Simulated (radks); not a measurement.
# Dipole-allowed lines with 80 electrons: Hg, Tl⁺, Pb²⁺

The task here is to estimate one member of a computed series from the others.

Program: radks (a radial shooting solver on a logarithmic mesh, Libxc functionals) version 1. Level of theory: scalar-relativistic Kohn-Sham, LDA (Slater exchange, Perdew-Wang correlation), spin-polarised, spherical densities, finite nucleus. These are calculated values, not measurements, unless marked.

## Starting point

| Item | Value |
| --- | --- |
| species | Hg ([Hg]), Tl⁺ ([Hg]), Pb²⁺ ([Hg]) |

Set-up of the first run:

The run's settings:

```text
Z 80
configuration [Hg] 6p0 7s0 5f0 6d0
relativity scalar-relativistic
functional lda,pw
spin polarised
nucleus finite rms 5.4648 fm
c 137.035999084
response adiabatic LDA kernel, real frequencies
```

Run with:

```console
$ python run_ks.py task.json out
```

This one command runs every case of the session in turn.

Among the steps run: Hg, [Hg].

One of the session's tables, all rows but one given; the rest of the session is left out.

It belongs to the step «Hg, [Hg]». Radial moments (bohr):

| level | <r> | outermost maximum (interpolated) | 90 % within | nodes |
| --- | --- | --- | --- | --- |
| 4p | 0.4258 | 0.396 | 0.617 | 2 |
| 4d | 0.4492 | 0.403 | 0.670 | 1 |
| 5s | 0.9006 | 0.827 | 1.29 | 4 |
| 4f | 0.4826 | 0.366 | 0.772 | 0 |
| 5p | ? | ? | ? | ? |
| 5d | 1.501 | 1.16 | 2.35 | 2 |
| 6s | 2.679 | 2.20 | 4.02 | 5 |
| 6p | 4.360 | 3.26 | 6.92 | 4 |

Estimate the missing values for 5p.

As computed: <r>: 1.039; outermost maximum (interpolated): 0.927; 90 % within: 1.51; nodes: 3. In the column «<r>» it lies between 5s (0.9006) and 5d (1.501).
